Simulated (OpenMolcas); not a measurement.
# W⁴⁺ among point charges: CASSCF and CASPT2 levels and susceptibility

Aim: the splitting of the states of W⁴⁺ in the field of 6 point charges, its lowest levels with spin-orbit coupling and its magnetic susceptibility.

The numbers are computed with OpenMolcas 26.06 (state-averaged CASSCF and CASPT2, spin-orbit coupling by RASSI with atomic mean-field integrals), except any that are marked as measured or tabulated.

## (1) Starting point

| Property | Result |
| --- | --- |
| Species | W⁴⁺ (tungsten, Z = 74, 70 electrons) |
| Basis | ANO-RCC-VDZP [7s6p4d2f1g], 68 functions |
| Scalar Hamiltonian | DKH2, point nucleus |
| Inactive shells | 1s 2s 2p 3s 3p 3d 4s 4p 4d 4f 5s 5p |
| Active space | 2 electrons in 5 orbitals (5d) |
| Some configurations of this space | 5d² |
| Orbitals | optimised for each spin and parity, averaged over all roots |

The outer shells:

5d2
```
5d [↑ ][↑ ][  ][  ][  ]
```

The ion sits among 6 point charges of -1.7 e arranged as a tetragonal octahedron (D4h), 2.21 Å from the ion, with the axial distance 2.254 Å.

Each step is its own input file, run in one work folder so that later steps find the files of earlier ones. Labels, J, g values, rates, χT and fits are worked out afterwards by a script from the matrices that RASSI stores. The input lists half of the charges; inversion (Group=XYZ) makes the rest.

## (2) Basis and integrals

Input file a.inp:

```
&GATEWAY
Coord
1

W 0.0 0.0 0.0
Basis=ANO-RCC-VDZP
Group=XYZ
NoMove
AngMom=0.0 0.0 0.0
AMFI
XField
3 Angstrom 0
2.210000 0.000000 0.000000 -1.700000
0.000000 2.210000 0.000000 -1.700000
0.000000 0.000000 2.254200 -1.700000
&SEWARD
```

The run is started by

```bash
$ OMP_NUM_THREADS=1 MOLCAS_MEM=1689 MOLCAS_PROJECT=a pymolcas a.inp > a.log
```

Standard output:

```text
Basis set label: W.ANO-RCC...7S6P4D2F1G.

      Electronic valence basis set:
      ------------------
      Associated Effective Charge  74.000000 au
      Associated Actual Charge     74.000000 au
      Nuclear Model: Point charge

      Shell  nPrim  nBasis  Cartesian Spherical Contaminant
         s      24       7        X
         p      21       6        X
         d      15       4                 X
         f      11       2                 X
         g       4       1                 X
                  Relativistic Douglas-Kroll-Hess integrals:
                    - DKH order of Hamiltonian: 2
                    - DKH order of Properties : 0
                  Atomic mean-field integrals
```

## (3) Reference wave functions, triplets of even parity, 10 roots

Input file a.inp:

```
&RASSCF
FileOrb=start.orb
Symmetry=1
Spin=3
nActEl=2 0 0
Inactive=15 19
Ras2=5 0
CIRoot=10 10 1
SDav=10
CIMx=300
Iter=120 100
PrWF=0.3
OrbListing=Nothing
MaxOrb=0
>>> COPY $Project.JobIph JOB001
```

start.orb holds the contracted functions of the basis, ordered by shell, or the orbitals of the step before.

Standard output (excerpt; [...] marks lines left out):

```text
[...]
      Number of active orbitals                  5
[...]
      Spin quantum number                      1.0
[...]
      Active orbitals                            5   0
[...]
      Number of CSFs                            10
      Number of root(s) required                10
[...]
      Convergence after 11 iterations
[...]
      Natural orbitals and occupation numbers for root  1
      sym 1:   0.000000   0.937866   0.062134   0.937866   0.062134
      Natural orbitals and occupation numbers for root  2
      sym 1:   0.923148   0.076852   0.076852   0.923148  -0.000000
      Natural orbitals and occupation numbers for root  3
      sym 1:   0.923148   0.076852   0.923148   0.076852  -0.000000
::    RASSCF root number  1 Total energy: -16134.03899644
::    RASSCF root number  2 Total energy: -16134.03707264
::    RASSCF root number  3 Total energy: -16134.03707264
[...]
::    RASSCF root number  7 Total energy: -16133.96485264
::    RASSCF root number  8 Total energy: -16133.95683292
::    RASSCF root number  9 Total energy: -16133.95683292
::    RASSCF root number 10 Total energy: -16133.95084636
```

## (4) CASSCF: singlets of even parity, 15 roots

Input file a.inp:

```
&RASSCF
FileOrb=start.orb
Symmetry=1
Spin=1
nActEl=2 0 0
Inactive=15 19
Ras2=5 0
CIRoot=15 15 1
SDav=15
CIMx=300
Iter=120 100
PrWF=0.3
OrbListing=Nothing
MaxOrb=0
>>> COPY $Project.JobIph JOB002
```

Standard output (excerpt; [...] marks lines left out):

```text
[...]
      Number of active orbitals                  5
[...]
      Spin quantum number                      0.0
[...]
      Active orbitals                            5   0
[...]
      Number of CSFs                            15
      Number of root(s) required                15
[...]
      Convergence after  8 iterations
[...]
      Natural orbitals and occupation numbers for root  1
      sym 1:   0.089598   0.910402   0.910402   0.089598   0.000000
      Natural orbitals and occupation numbers for root  2
      sym 1:   0.000000   0.975285   0.975285   0.024715   0.024715
      Natural orbitals and occupation numbers for root  3
      sym 1:   0.938257   0.938258   0.061742   0.000000   0.061742
::    RASSCF root number  1 Total energy: -16133.98825843
::    RASSCF root number  2 Total energy: -16133.98639612
::    RASSCF root number  3 Total energy: -16133.98527888
[...]
::    RASSCF root number 12 Total energy: -16133.92751067
::    RASSCF root number 13 Total energy: -16133.90432891
::    RASSCF root number 14 Total energy: -16133.90274570
::    RASSCF root number 15 Total energy: -16133.81629135
```

## (5) RASSI: spin-orbit coupling between the states

Input file a.inp:

```
&RASSI
NrOfJobIphs=2 10 15
1 2 3 4 5 6 7 8 9 10
1 2 3 4 5 6 7 8 9 10 11 12 13 14 15
IphNames
JOB001
JOB002
EJob
SpinOrbit
DIPRint=1.0
SOCoupling=1000.0
Subsets=2
Property=9
'ANGMOM' 1 'ANGMOM' 2 'ANGMOM' 3 'MLTPL  1' 1 'MLTPL  1' 2 'MLTPL  1' 3
'AMFI' 1 'AMFI' 2 'AMFI' 3
SOProperty=3
'ANGMOM' 1 'ANGMOM' 2 'ANGMOM' 3
```

Standard output (excerpt; [...] marks lines left out):

```text
SPIN-FREE ENERGIES:
  (Shifted by EMIN (a.u.) =     -16134.0389964360)
 SF State       Relative EMIN(au)   Rel lowest level(eV)    D:o, cm**(-1)      L_eff
     1             0.0000000000        0.0000000000              0.0000         2.9
     2             0.0019238009        0.0523492887            422.2255         2.9
     3             0.0019238009        0.0523492887            422.2255         2.9
     4             0.0341352534        0.9288675658           7491.8222         3.0
     5             0.0355060517        0.9661688872           7792.6776         3.0
     6             0.0355060517        0.9661688872           7792.6776         3.0
    11             0.0507380030        1.3806513980          11135.7045         2.7
    12             0.0526003186        1.4313275860          11544.4355         3.0
    13             0.0537175517        1.4617290488          11789.6399         2.7
    14             0.0537175524        1.4617290664          11789.6400         2.7
[...]
Eigenvalues of complex Hamiltonian:
   -----------------------------------
  (Shifted by EMIN (a.u.) =     -16134.0389964360)
 SO State       Relative EMIN(au)   Rel lowest level(eV)    D:o, cm**(-1)     J-value
     1            -0.0277784418        0.0000000000              0.0000         2.0
     2            -0.0267134975        0.0289786106            233.7283         1.2
     3            -0.0230031874        0.1299412900           1048.0472         2.0
     4            -0.0230031874        0.1299412913           1048.0472         2.0
     5            -0.0217875766        0.1630197469           1314.8429         1.5
     6             0.0044637759        0.8773554379           7076.3488         2.5
     7             0.0044637759        0.8773554380           7076.3488         2.5
     8             0.0048767063        0.8885918476           7166.9766         2.7
     9             0.0177685859        1.2393977631           9996.4171         2.9
    10             0.0196868254        1.2915957188          10417.4220         2.4
    11             0.0207776867        1.3212795669          10656.8384         2.3
[...]
```

These steps took 8.9 s in all on 1 thread of Arm Neoverse N1, shared host.

Spin-free states, with their symmetry labels:

```
state  degeneracy  E (cm-1)  free-ion L (%)
  3A2           1         0          F (96)
   3E           2       422          F (97)
  3B2           1      7492         F (100)
   3E           2      7793         F (100)
  1B2           1     11136          D (72)
  1B1           1     11544          D (58)
   1E           2     11790          D (71)
  1A1           1     12329          D (58)
  3B1           1     16273         F (100)
   3E           2     18033          P (96)
  3A2           1     19347          P (96)
  1B2           1     20800          G (72)
   1E           2     21251          G (73)
  1A1           1     21836          G (87)
   1E           2     23094          G (98)
  1A2           1     24468         G (100)
  1B1           1     29556          G (58)
  1A1           1     29904          G (58)
  1A1           1     48878          S (87)
```

With spin-orbit coupling:

| E (cm-1) | Degeneracy | Label | 2S+1 | g |
| --- | --- | --- | --- | --- |
| 0.0 | 1 | A1 | 3 |  |
| 233.7 | 1 | B1 | 3 |  |
| 1048 | 2 | E | 3 | 0.00 0.00 1.85 |
| 1315 | 1 | B2 | 3 |  |
| 7076 | 2 | E | 3 | 0.00 0.00 0.97 |
| 7167 | 1 | A2 | 3 |  |
| 9996 | 1 | A1 | 3 |  |
| 10417 | 1 | B2 | 3 |  |
| 10657 | 2 | E | 3 | 0.00 0.00 1.98 |
| 12084 | 1 | B1 | 3 |  |
| 15422 | 2 | E | 3 | 0.00 0.00 0.66 |
| 15639 | 1 | A2 | 3 |  |
| 15833 | 1 | B1 | 3 |  |
| 16329 | 1 | A1 | 3 |  |
| 16831 | 1 | B1 | 3 |  |
| 17078 | 1 | A1 | 1 |  |
| 18036 | 1 | B2 | 1 |  |
| 18258 | 2 | E | 1 | 0.00 0.00 0.55 |
| 19646 | 1 | A1 | 3 |  |
| 21988 | 1 | B2 | 3 |  |
| 22002 | 2 | E | 3 | 0.00 0.00 4.00 |
| 22639 | 1 | A2 | 3 |  |
| 23238 | 2 | E | 3 | 0.00 0.00 2.20 |
| 26971 | 1 | B2 | 3 |  |

Principal g values are given for doublets only; a zero marks a field direction without first-order Zeeman splitting.

Powder χT (cm³ K/mol): 0.00 at 2 K, 0.00 at 5 K, 0.00 at 10 K, 0.00 at 20 K, 0.01 at 50 K, 0.02 at 100 K, 0.03 at 150 K, 0.04 at 200 K, 0.05 at 250 K, 0.07 at 300 K.

## (6) CASPT2: IPEA 0.25, imaginary shift 0.1 (closed shells correlated: 4f 5s 5p)

Input file a.inp:

```
>>> COPY JOB001 $Project.JobIph
&CASPT2
Multistate=10 1 2 3 4 5 6 7 8 9 10
NoMult
Frozen=14 9
IPEA=0.25
Imaginary=0.1
MaxIter=60
WThr=0.0 0.3 0.05
PrWF=0.5
NoMix
>>> COPY JOB002 $Project.JobIph
&CASPT2
Multistate=15 1 2 3 4 5 6 7 8 9 10 11 12 13 14 15
NoMult
Frozen=14 9
IPEA=0.25
Imaginary=0.1
MaxIter=60
WThr=0.0 0.3 0.05
PrWF=0.5
NoMix
```

Standard output:

```text
Orbital specifications:
      -----------------------

      Symmetry species                           1   2
                                                ag  au
      Frozen orbitals                           14   9
      Inactive orbitals                          1  10
      Active orbitals                            5   0
      Secondary orbitals                        16  13
      Deleted orbitals                           0   0
      Number of basis functions                 36  32
Type of calculation                        SS-CASPT2
      Fock operator                              state-specific
      IPEA shift                                 0.25
      Real shift                                 0.00
      Imaginary shift                            0.10
      The input orbitals will be transformed to quasi-canonical
Reference energy:      -16134.0389964360
      E2 (Non-variational):      -0.7502353447
      Shift correction:          -0.0001060466
      E2 (Variational):          -0.7503413914
      Total energy:          -16134.7893378273
      Residual norm:              0.0000003935
      Reference weight:           0.92776
      Contributions to the CASPT2 correlation energy
      Active & Virtual Only:         -0.0023730402
      One Inactive Excited:          -0.0805154513
      Two Inactive Excited:          -0.6673468533
Reference energy:      -16134.0370726351
      E2 (Non-variational):      -0.7504389546
      Shift correction:          -0.0001067025
      E2 (Variational):          -0.7505456571
      Total energy:          -16134.7876182922
      Residual norm:              0.0000004792
      Reference weight:           0.92766
      Contributions to the CASPT2 correlation energy
      Active & Virtual Only:         -0.0024274111
      One Inactive Excited:          -0.0806800523
      Two Inactive Excited:          -0.6673314911
::    CASPT2 Root  1     Total energy: -16134.78933783
::    CASPT2 Root  2     Total energy: -16134.78761829
::    CASPT2 Root  3     Total energy: -16134.78761829
::    CASPT2 Root  4     Total energy: -16134.75424304
::    CASPT2 Root  5     Total energy: -16134.75407051
::    CASPT2 Root  6     Total energy: -16134.75407051
::    CASPT2 Root  7     Total energy: -16134.71419631
::    CASPT2 Root  8     Total energy: -16134.71299450
::    CASPT2 Root  9     Total energy: -16134.71299449
::    CASPT2 Root 10     Total energy: -16134.70667655
Orbital specifications:
      -----------------------

      Symmetry species                           1   2
                                                ag  au
      Frozen orbitals                           14   9
      Inactive orbitals                          1  10
      Active orbitals                            5   0
      Secondary orbitals                        16  13
      Deleted orbitals                           0   0
      Number of basis functions                 36  32
Type of calculation                        SS-CASPT2
      Fock operator                              state-specific
      IPEA shift                                 0.25
      Real shift                                 0.00
      Imaginary shift                            0.10
      The input orbitals will be transformed to quasi-canonical
Reference energy:      -16133.9882584329
      E2 (Non-variational):      -0.7564993621
      Shift correction:          -0.0001792807
      E2 (Variational):          -0.7566786428
      Total energy:          -16134.7449370757
      Residual norm:              0.0000000877
      Reference weight:           0.92343
      Contributions to the CASPT2 correlation energy
      Active & Virtual Only:         -0.0070341579
      One Inactive Excited:          -0.0791487562
      Two Inactive Excited:          -0.6703164480
Reference energy:      -16133.9863961174
      E2 (Non-variational):      -0.7553618595
      Shift correction:          -0.0001392431
      E2 (Variational):          -0.7555011027
      Total energy:          -16134.7418972200
      Residual norm:              0.0000000376
      Reference weight:           0.92507
      Contributions to the CASPT2 correlation energy
      Active & Virtual Only:         -0.0061005998
      One Inactive Excited:          -0.0794067313
      Two Inactive Excited:          -0.6698545284
::    CASPT2 Root  1     Total energy: -16134.74493708
::    CASPT2 Root  2     Total energy: -16134.74189722
::    CASPT2 Root  3     Total energy: -16134.74294848
::    CASPT2 Root  4     Total energy: -16134.74296330
::    CASPT2 Root  5     Total energy: -16134.73875884
::    CASPT2 Root  6     Total energy: -16134.69967777
::    CASPT2 Root  7     Total energy: -16134.69817160
::    CASPT2 Root  8     Total energy: -16134.69817159
::    CASPT2 Root  9     Total energy: -16134.69781474
::    CASPT2 Root 10     Total energy: -16134.68957084
::    CASPT2 Root 11     Total energy: -16134.68957084
::    CASPT2 Root 12     Total energy: -16134.68133633
::    CASPT2 Root 13     Total energy: -16134.65973457
::    CASPT2 Root 14     Total energy: -16134.65845940
::    CASPT2 Root 15     Total energy: -16134.58450945
```

This run took 6.1 s in all on 1 thread of Arm Neoverse N1, shared host.

SS-CASPT2: lowest energy less the reference's lowest, -0.7503 hartree; reference weights 0.919 to 0.928.

Spin-free states, with their symmetry labels:

```csv
state,degeneracy,E (cm-1),free-ion L (%)
3A2,1,0,F (96)
3E,2,377,F (97)
3B2,1,7702,F (100)
3E,2,7740,F (100)
1B2,1,9745,D (72)
1E,2,10180,D (71)
1B1,1,10412,D (58)
1A1,1,11101,D (58)
3B1,1,16492,F (100)
3E,2,16755,P (96)
3A2,1,18142,P (96)
1B2,1,19678,G (72)
1E,2,20009,G (73)
1A1,1,20087,G (87)
1E,2,21896,G (98)
1A2,1,23704,G (100)
1B1,1,28445,G (58)
1A1,1,28724,G (58)
1A1,1,44955,S (87)
```

With spin-orbit coupling:

| E (cm-1) | Degeneracy | Label | 2S+1 | g |
| --- | --- | --- | --- | --- |
| 0 | 1 | A1 | 3 |  |
| 230 | 1 | B1 | 3 |  |
| 1020 | 2 | E | 3 | 0.00 0.00 1.86 |
| 1250 | 1 | B2 | 3 |  |
| 7160 | 2 | E | 3 | 0.00 0.00 1.00 |
| 7220 | 1 | A2 | 3 |  |
| 9890 | 1 | A1 | 3 |  |
| 10250 | 1 | B2 | 3 |  |
| 10550 | 2 | E | 3 | 0.00 0.00 1.87 |
| 12220 | 1 | B1 | 3 |  |
| 15210 | 1 | B1 | 1 |  |
| 15510 | 2 | E | 3 | 0.00 0.00 0.65 |
| 15640 | 1 | A2 | 3 |  |
| 15900 | 1 | A1 | 1 |  |
| 16410 | 1 | A1 | 3 |  |
| 16590 | 1 | B1 | 3 |  |
| 17120 | 1 | B2 | 1 |  |
| 17190 | 2 | E | 1 | 0.00 0.00 0.50 |
| 18480 | 1 | A1 | 3 |  |
| 21490 | 1 | A2 | 3 |  |
| 21520 | 2 | E | 3 | 0.00 0.00 2.11 |
| 21590 | 1 | B2 | 3 |  |
| 22240 | 2 | E | 3 | 0.00 0.00 0.63 |
| 26080 | 1 | B1 | 3 |  |

Powder χT (cm³ K/mol): 0.00 at 2 K, 0.00 at 5 K, 0.00 at 10 K, 0.00 at 20 K, 0.01 at 50 K, 0.02 at 100 K, 0.03 at 150 K, 0.04 at 200 K, 0.06 at 250 K, 0.07 at 300 K.

## (7) The methods side by side

A. CASSCF
B. SS-CASPT2, IPEA 0.25, imaginary shift 0.1 (closed shells correlated: 4f 5s 5p)

```csv
method,ground state,first state of that spin (cm-1),first gap with spin-orbit (cm-1),χT at 300 K
A,3A2,3E 422.2,233.7,0.07
B,3A2,3E 377.4,231.2,0.07
```

## (8) Results

| quantity | value |
| --- | --- |
| method | SS-CASPT2, IPEA 0.25, imaginary shift 0.1 (closed shells correlated: 4f 5s 5p) |
| spin-free ground state | 3A2, 1-fold in its orbital part |
| first state of the same spin within the active space | 3E at 377 cm⁻¹ |
| lowest level | 1-fold A1 |
| next level | 231.2 cm⁻¹ |
| χT at 300 K | 0.07 cm³ K/mol |
| effective moment at 300 K | 0.74 μB |

Cost by method:

| method | time of its own steps | time with the reference |
| --- | --- | --- |
| A. CASSCF | 8.9 s | 8.9 s |
| B. SS-CASPT2, IPEA 0.25, imaginary shift 0.1, +4f 5s 5p | 6.1 s | 15 s |

Times are of one thread on a shared host.

What this shows: The spin-free ground state (3A2) comes to 96 % from free-ion F terms and keeps the highest spin of the shell. χT at 300 K is 0.07, against 1.00 cm³ K/mol for the spin alone, so spin-orbit coupling lowers it. The field of point charges can differ much from that of real complexes. Point charges carry no covalency, so the field is a model and not that of real ligands.
